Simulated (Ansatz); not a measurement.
NbCo3, space group Pm-3m, cell relaxations under several functionals

Program: the Python package of Ansatz (0.2.0).

`POSCAR`
```text
NbCo3
1.0
   3.61447788    0.00000000    0.00000000
   0.00000000    3.61447788    0.00000000
   0.00000000    0.00000000    3.61447788
Nb Co
1 3
Direct
   0.00000000    0.00000000    0.00000000
   0.50000000    0.50000000    0.00000000
   0.50000000    0.00000000    0.50000000
   0.00000000    0.50000000    0.50000000
```

Run as a notebook:

In [1]:
```python
import warnings

import ansatz as az
from ase.io import read
import numpy as np
```

In [2]:
```python
def edges_and_angles(cell):
    cell = np.asarray(cell)
    a, b, c = np.linalg.norm(cell, axis=1)
    cosines = cell[1] @ cell[2] / (b * c), cell[0] @ cell[2] / (a * c), cell[0] @ cell[1] / (a * b)
    return (a, b, c, *np.degrees(np.arccos(cosines)))
```

In [3]:
```python
warnings.simplefilter('ignore', az.DeckWarning)
```

In [4]:
```python
atoms = read('POSCAR', format='vasp')
crystal = az.Crystal.from_ase(atoms).moments(Co=1.8)
```

In [5]:
```python
[site.symbol for site in crystal.resolved().sites]
```
Out [5]:
```text
['Nb', 'Co', 'Co', 'Co']
```

In [6]:
```python
job = crystal.calculation()
job = job.basis(380).kpoints(6, 6, 6, center='monkhorst-pack')
job = job.occupations(az.OccupationsMethod.FERMI_DIRAC, width=0.15)
job = job.spin('collinear')
job = job.mixing('broyden', preconditioner='resta')
job = job.eigensolver('auto', mixed_precision=False)
job = job.scf(lower_state_search='light')
job = job.relax(cell=True, force_tolerance=0.001)
```

In [7]:
```python
levels = [('lda', 'none'), ('pbesol', 'none'), ('pbesol', 'd3bj')]
print('level            a       b       c    alpha   beta  gamma  V/atom  steps')
for name, dispersion in levels:
    seen = []
    run = job.functional(name, dispersion=dispersion).session().plan()
    done = run.execute(on_event=lambda e: seen.append(e) if e['event'] == 'relax_step' else None)
    cell = done.lattice.cell_ang
    label = name if dispersion == 'none' else f'{name}+{dispersion}'
    print('{:13s} {:7.4f} {:7.4f} {:7.4f} {:6.2f} {:6.2f} {:6.2f}'.format(label, *edges_and_angles(cell)), f'{abs(np.linalg.det(cell)) / len(done.lattice.sites):7.3f} {len(seen):5d}')
```
```text
level            a       b       c    alpha   beta  gamma  V/atom  steps
RunWarning: the starting moments were not kept: the SCF closed with an absolute magnetisation of 3.1e-6 μB, where they sum to 5.4 μB in size (3 sites). That is at most 0.1 of that sum. Measured as [...]
lda            3.5580  3.5580  3.5580  90.00  90.00  90.00  11.260     6
pbesol         3.5907  3.5907  3.5907  90.00  90.00  90.00  11.574     6
pbesol+d3bj    3.5574  3.5574  3.5574  90.00  90.00  90.00  11.255     6
```

From smallest to largest: PBEsol+D3BJ (11.25 Å³ an atom, -4.7 % against the start), LDA (11.26 Å³ an atom, -4.6 % against the start) and PBEsol (11.57 Å³ an atom, -2.0 % against the start). The spread is 2.8 % in volume.

Notes:
- The settings weren't tested for convergence.
- The cutoff lies under the one recommended for these potentials.
- The SCF didn't keep the moments it started from (some shrank, vanished or turned); what is printed is the state reached.
- Forces vanish by symmetry, so the ions can't move, and the end may be a saddle.
- Dispersion corrections can be off by several per cent in the lattices of metals, and by several GPa in the pressure at a fixed cell.
- For a metal this k-point mesh is coarse: on a finer one energies can move by several to tens of meV an atom and pressures by half a GPa or more, differences at one mesh by less.
- This cell is a computed structure, which may not be the phase found in nature.
- Warnings are shown shortened and without file and line.
- The script silences the warnings on its input, which a real study should read.
- Wall time of the script: 2 min on 1 thread of Arm Neoverse N1 (shared host), peak memory 0.47 GiB.
